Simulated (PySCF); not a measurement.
# RuH₃: relaxation and vibrations of the sextet

The task is one start of a wider search on RuH₃: the sextet, from a trigonal planar start. It is relaxed, tested by its Hessian and followed downhill if it is a saddle.

The runs use PySCF 2.14.0; PBE0, basis Ru x2c-TZVPall, H x2c-TZVPall, spin-free X2C, no spin–orbit coupling, density fitting.

## (1) The system as given

4 atoms, charge 0, spin multiplicity 6.

Bond lengths: Ru1–H2 1.570 Å, Ru1–H3 1.570 Å, Ru1–H4 1.570 Å. Angles: H2–Ru1–H3 120.0°, H2–Ru1–H4 120.0°, H3–Ru1–H4 120.0°.

```xyz
4
charge 0 multiplicity 6
Ru    0.0000    0.0000    0.0000
H     1.5700    0.0000    0.0000
H    -0.7850    1.3597    0.0000
H    -0.7850   -1.3597    0.0000
```

## (2) Finding the electronic state

The steps below are one call of a driver around PySCF. For each, scf.py gives the equivalent set-up of the SCF; relaxations use the driver's own optimiser. After this first run the driver tries any further starts and a stability analysis.

Contents of scf.py:

```python
from pyscf import gto, scf, dft
mol = gto.M(atom='''
Ru     0.000000     0.000000     0.000000
H      1.570000     0.000000     0.000000
H     -0.785000     1.359700     0.000000
H     -0.785000    -1.359700     0.000000''',
    basis={'Ru': 'x2c-TZVPall', 'H': 'x2c-TZVPall'},
    nucmod='G',
    charge=0, spin=5)
mf = dft.UKS(mol, xc='PBE0')
mf.grids.atom_grid = (50, 194)
aux = {'Ru': 'AutoAux', 'H': 'AutoAux'}  # AutoAux: made from the orbital basis by basis_set_exchange (get_aux=1)
mf = mf.density_fit(auxbasis=aux).sfx2c1e()
mf.conv_tol = 1e-08
mf.diis_space = 10
mf.max_cycle = 60
mf.init_guess = 'minao'
mf.verbose = 4
mf.kernel()
```

Command:

```sh
OMP_NUM_THREADS=2 python axn.py task.json out
```

What it wrote:

```text
init E= -4531.4058886228
[... the frontier-level lines of each cycle are left out ...]
cycle= 1 E= -4529.31741184152  delta_E= 2.09  |g|= 2.35  |ddm|= 2.14
cycle= 2 E= -4527.58660401753  delta_E= 1.73  |g|= 3.93  |ddm|=  4.2
cycle= 3 E= -4531.23202467881  delta_E= -3.65  |g|= 1.04  |ddm|= 2.41
cycle= 4 E= -4531.68562697946  delta_E= -0.454  |g|= 0.127  |ddm|= 0.941
cycle= 5 E= -4531.69401613568  delta_E= -0.00839  |g|= 0.0478  |ddm|= 0.112
cycle= 6 E= -4531.69566905336  delta_E= -0.00165  |g|= 0.0303  |ddm|= 0.0627
cycle= 7 E= -4531.69617222747  delta_E= -0.000503  |g|= 0.00674  |ddm|= 0.0443
cycle= 8 E= -4531.69618954192  delta_E= -1.73e-05  |g|= 0.000296  |ddm|= 0.00692
cycle= 9 E= -4531.69618958231  delta_E= -4.04e-08  |g|= 0.000106  |ddm|= 0.000445
cycle= 10 E= -4531.69618958754  delta_E= -5.22e-09  |g|= 1.46e-05  |ddm|= 0.000123
Extra cycle  E= -4531.69618958754  delta_E= -8.19e-12  |g|= 1.79e-05  |ddm|= 2.3e-05
converged SCF energy = -4531.69618958754  <S^2> = 8.7536355  2S+1 = 6.0012117
```

This step, with its further starts and checks, took 9.4 s on 2 threads of Arm Neoverse V2, shared host.

The starts that the driver tried:

```csv
start,energy (Eh)
the minimal-basis guess,-4531.696190
a thermally smeared density,-4531.696190
a smeared PBE density,-4531.696190
```

No lower solution of this spin turned up from the other starts or in the test of internal stability.

## (3) Relaxation: trigonal planar start, sextet

The program finds D3h symmetry in the start, which this walk keeps. The walk stops when the largest gradient is under 0.0003 Eh/bohr and the energy has settled too.

Changes to scf.py since step 2:

```diff
@@ -4,3 +4,3 @@
-H      1.570000     0.000000     0.000000
-H     -0.785000     1.359700     0.000000
-H     -0.785000    -1.359700     0.000000''',
+H      1.570023    -0.000000     0.000000
+H     -0.785012     1.359680     0.000000
+H     -0.785012    -1.359680     0.000000''',
@@ -17 +16,0 @@
-mf.init_guess = 'minao'
```

Energy and gradient, step by step:

```csv
step,energy (Eh),change (kJ/mol),largest symmetric gradient (Eh/bohr)
0,-4531.696190,0.00,0.03940
1,-4531.706099,-26.02,0.01866
2,-4531.709484,-34.90,0.00426
3,-4531.709697,-35.46,0.00057
4,-4531.709701,-35.48,0.00002
```

The walk took 9.8 s.

It settles in D3h symmetry, 35.5 kJ/mol below the start, after 4 steps: Ru–H 1.703 Å (×3); H–Ru–H 120.0° (×3).

## (4) Is it a minimum? Harmonic modes

The point is checked on the finer grid, and tightened if its gradient asks for it. The Hessian and the dipole derivatives come from central differences of analytic gradients, with steps of 0.02 bohr.

Changes to scf.py since step 3:

```diff
@@ -4,3 +4,3 @@
-H      1.570023    -0.000000     0.000000
-H     -0.785012     1.359680     0.000000
-H     -0.785012    -1.359680     0.000000''',
+H      1.702547     0.000000     0.000000
+H     -0.851273     1.474449     0.000000
+H     -0.851273    -1.474449     0.000000''',
@@ -11 +11 @@
-mf.grids.atom_grid = (50, 194)
+mf.grids.atom_grid = (75, 302)
@@ -14 +14 @@
-mf.conv_tol = 1e-08
+mf.conv_tol = 1e-10
```

The driver hands on the density of the step before, so the log starts near convergence.

Log of the central SCF (cycles and frontier levels):

```text
init E= -4531.70996640564
[... the frontier-level lines of each cycle are left out ...]
cycle= 1 E= -4531.70996640563  delta_E= 1e-11  |g|= 8.78e-06  |ddm|= 7e-06
Extra cycle  E= -4531.70996640556  delta_E= 7.19e-11  |g|= 1.75e-05  |ddm|= 1.54e-05
converged SCF energy = -4531.70996640556  <S^2> = 8.7537437  2S+1 = 6.0012478
```

The whole step took 22 s.

Geometry: D3h; Ru–H 1.703 Å (×3); H–Ru–H 120.0° (×3).

Modes, for the most abundant isotopes:

```
symmetry  ω (cm⁻¹)  IR (km/mol)  μ (u)     type
    a2''       204          155   1.04     bend
      e'       684         51.3   1.02     bend
      e'      1729          185   1.02  stretch
     a1'      1766          0.0   1.01  stretch
```

All wavenumbers are real: a minimum.

Constants and moments:

| Property | Result |
| --- | --- |
| Dipole moment | 0.00 D |
| Highest occupied level | -6.58 eV |
| Lowest empty level | -4.41 eV |
| Rotational constants | 3.847, 3.847, 1.923 cm⁻¹ |
| Zero-point energy | 40.6 kJ/mol |
| Principal polarisabilities | 32.8, 55.9, 55.9 bohr³ |
| Principal traceless quadrupole moments about the centre of mass | -3.51, -3.51, 7.02 D Å |
| Entropy at 298.15 K and 1 bar (electronic part: spin only) | 248.3 J/(mol K) |
| Heat capacity Cp at 298.15 K | 48.5 J/(mol K) |
| Enthalpy at 298.15 K above 0 K | 12.01 kJ/mol |
| Rotational symmetry number | 6 |
| Spin squared ⟨S²⟩ | 8.754 |

Populations by atom (charges in e):

```json
{"atom": "Ru1", "Mulliken": "0.28", "Löwdin": "0.19", "polar tensor": "0.60", "spin (Mulliken)": "4.20", "Mayer order to Ru1": "–"}
{"atom": "H2,3,4", "Mulliken": "-0.09", "Löwdin": "-0.06", "polar tensor": "-0.20", "spin (Mulliken)": "0.27", "Mayer order to Ru1": "0.93"}
```

Mulliken populations on Ru1: s 8.77, p 18.69, d 16.26, f 0.00.

## (5) Density, ELF and potential

The plane holds Ru1 at (0.00, 0.00), H2 at (1.70, 0.00), H3 at (-0.85, 1.47), H4 at (-0.85, -1.47) Å. Columns run from x = -2.85 to 4.05 Å, rows from y = 3.75 (top) to -3.45 Å, in steps of 0.3 Å.

Density (cut at 5 e/Å³):

Ten steps from '0' (0.000 e/Å³) to '9' (5.000 e/Å³), finer at the low end (step k begins (100^(k/10) - 1)/99 of the way up):
```
000000000000000000000000
000000000000000000000000
000000000000000000000000
000000000000000000000000
000000111000000000000000
000011222110000000000000
000013443211000000000000
000124665321100000000000
000124676432211100000000
000124566554322211000000
000123467886543321100000
000113479999755543100000
000013589999866763200000
000013589999866763200000
000113479999755543100000
000123467886543321100000
000124566554322211000000
000124676432211100000000
000124665321100000000000
000013443211000000000000
000011222110000000000000
000000111000000000000000
000000000000000000000000
000000000000000000000000
000000000000000000000000
```

ELF (0 where the density is under 0.005 e/Å³):

Ten even steps from '0' (0.00) to '9' (1.00):
```
000000000000000000000000
000000000000000000000000
000000000000000000000000
000078998630000000000000
000799999963100000000000
006999999974210000000000
008999999974321100000000
008999999963323333000000
037999999632234567600000
026899996332235899970000
013566544564337999996000
012333247667438999998000
012322366776549999998000
012322366776549999998000
012333247667438999998000
013566544564337999996000
026899996332235899970000
037999999632234567600000
008999999963323333000000
008999999974321100000000
006999999974210000000000
000799999963100000000000
000078998630000000000000
000000000000000000000000
000000000000000000000000
```

Spin density:

Ten even steps from '0' (-0.02 e/Å³) to '9' (1.52 e/Å³):
```
000000000000000000000000
000000000000000000000000
000000000000000000000000
000000000000000000000000
000000000000000000000000
000000000000000000000000
000000000000000000000000
000000110000000000000000
000000110000000000000000
000000000001000000000000
000000000222100000000000
000000015954100000000000
000000126429200110000000
000000126429200110000000
000000015954100000000000
000000000222100000000000
000000000001000000000000
000000110000000000000000
000000110000000000000000
000000000000000000000000
000000000000000000000000
000000000000000000000000
000000000000000000000000
000000000000000000000000
000000000000000000000000
```

Along Ru1–H2 (1.703 Å) the density is least, 0.84 e/Å³, about 1.11 Å from Ru1; ELF there is 0.56.

Values on the line from Ru1 (at 0) through H2 (at 1.703 Å):

```csv
distance (Å),density (e/Å³),ELF,electrostatic potential (V),spin density (e/Å³)
-0.60,5.7,0.783,79.8,0.657
-0.43,11.6,0.42,198,0.695
-0.26,73.1,0.612,582,-0.00748
-0.09,1.08e+03,0.45,3.96e+03,5.29
0.17,283,0.736,1.25e+03,3.18
0.34,19.5,0.182,328,0.952
0.51,8.24,0.708,124,1.47
0.68,3.61,0.692,53.3,0.621
0.85,1.56,0.476,25.9,0.143
1.02,0.926,0.438,14.6,-0.0119
1.19,0.85,0.75,11.9,-0.0224
1.36,1.06,0.972,19.2,0.039
1.53,1.57,0.999,56.8,0.171
1.79,1.82,1,140,0.322
1.96,0.891,1,29.9,0.195
2.13,0.434,0.999,10.8,0.116
2.30,0.219,0.999,4.28,0.0673
2.47,0.113,0.998,1.65,0.0381
2.64,0.0607,0.997,0.498,0.0216
```

Making the fields took 1.7 s.

## (6) Results

| quantity | value |
| --- | --- |
| minimum | sextet, D3h |
| geometry | Ru–H 1.703 Å (×3); H–Ru–H 120.0° (×3) |
| wavenumbers (cm⁻¹) | 204 (a2''), 684 (e'), 1729 (e'), 1766 (a1') |
| dipole moment | 0.00 D |
| highest occupied, lowest empty level (either spin) | -6.58, -4.41 eV |
| polar-tensor charge of Ru1 | +0.60 e |
| zero-point energy | 40.6 kJ/mol |
| entropy at 298.15 K | 248.3 J/(mol K) |
| ⟨S²⟩ | 8.754 |

What this shows: The trigonal planar start keeps its D3h symmetry and ends in a minimum. The strongest infrared band lies at 1729 cm⁻¹ (e', stretch). Ru1 has a polar-tensor charge of +0.6 e (a dipole derivative, not a static charge), yet symmetry cancels the bond dipoles. Most of the spin sits on Ru1 (Mulliken spin 4.20, against 5 for the whole molecule). Other starts or spin states, not run here, may lie lower. Open d and f shells are described by one determinant, and the ground state may have another occupation or spin.

The search up to here took 41 s on 2 threads of Arm Neoverse V2, shared host.
